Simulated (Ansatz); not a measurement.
This script drives Ansatz 0.2.0 through its Python package.

`fdcheck.py`:
```python
# -*- coding: utf-8 -*-
"""Forces and pressure of MoPd against finite differences of the energy, distorted."""

import warnings

import ansatz as az
import numpy as np

SIGMA = 0.15
ECUT = 540
KGRID = (8, 8, 4)
TOLERANCE = 1e-09

VECTORS = np.array([
    [2.7939, 0.0, 0.0],
    [-1.39695, 2.41958, 0.0],
    [0.0, 0.0, 4.56637],
])
SITES = [
    ("Mo", (0.66307, 0.32897, 0.5247)),
    ("Pd", (0.33783, 0.65291, 0.00168)),
]


def crystal_on(cell):
    crystal = az.Crystal(lattice=az.Lattice.of(cell))
    for symbol, position in SITES:
        crystal = crystal.atom(symbol, position)
    return crystal

warnings.simplefilter("ignore", az.DeckWarning)

def solve(crystal):
    return (
        crystal.calculation()
        .functional(az.Functional.LDA)
        .occupations(az.OccupationsMethod.FERMI_DIRAC, width=SIGMA)
        .basis(ECUT, xc_grid=2)
        .kpoints(*KGRID)
        .scf(tolerance=TOLERANCE)
        .forces()
        .stress()
        .run(threads=1)
    ).report


centre = solve(crystal_on(VECTORS))
start = crystal_on(VECTORS)
# central difference: F = -(E(+h) - E(-h)) / 2h
print(f"force on atom 0 along x: analytic {centre['forces_ev_ang'][0][0]:.4f} eV/A")
for h in (0.005, 0.02):
    shift = np.eye(3)[0] * h @ np.linalg.inv(VECTORS)
    plus, minus = (solve(start.move(0, to=np.array(SITES[0][1]) + sign * shift))["lagrangian_ev"] for sign in (1, -1))
    print(f"  step {h} A: numerical {-(plus - minus) / (2 * h):.4f} eV/A")
# P = -dF/dV; the difference feels the change of the plane-wave count with the cell
volume = abs(np.linalg.det(VECTORS))
larger, smaller = (solve(crystal_on(VECTORS * (1 + sign * 0.005) ** (1 / 3)))["lagrangian_ev"] for sign in (1, -1))
numerical = -(larger - smaller) / (0.01 * volume) * 160.21766
print(f"pressure: analytic {np.trace(centre['stress_gpa']) / 3:.3f}, numerical {numerical:.3f} GPa")
```

It is started by `python fdcheck.py`. How long does it take on 1 thread of Arm Neoverse N1, with other jobs on the host, and how much memory does it need?

It took about 120 s, with a peak of 0.48 GiB, for 7 runs of the engine.

`python fdcheck.py` gives:
```text
force on atom 0 along x: analytic 0.1108 eV/A
  step 0.005 A: numerical 0.1108 eV/A
  step 0.02 A: numerical 0.1108 eV/A
pressure: analytic -13.535, numerical -13.530 GPa
```

What to keep in mind:
- Absolute energies stand on the zero of these potentials, so only differences at equal settings mean something. A total without «per atom» is that of the cell as typed.
- For a metal this k-point mesh is coarse: on a finer one energies can move by several to tens of meV an atom and pressures by half a GPa or more, differences at one mesh by less.
- The smearing is wide enough that free energy and stress hold a thermal part of the electrons.
- The program warned that this SCF threshold is loose for forces or stresses.
- Pressure is positive in compression.
- The cell is a database structure, distorted on purpose.
- The central difference errs as the square of the step, so the shorter step is the fairer test; what remains comes from the finite grid and the SCF threshold.
- The script silences the warnings on its input, which a real study should read.
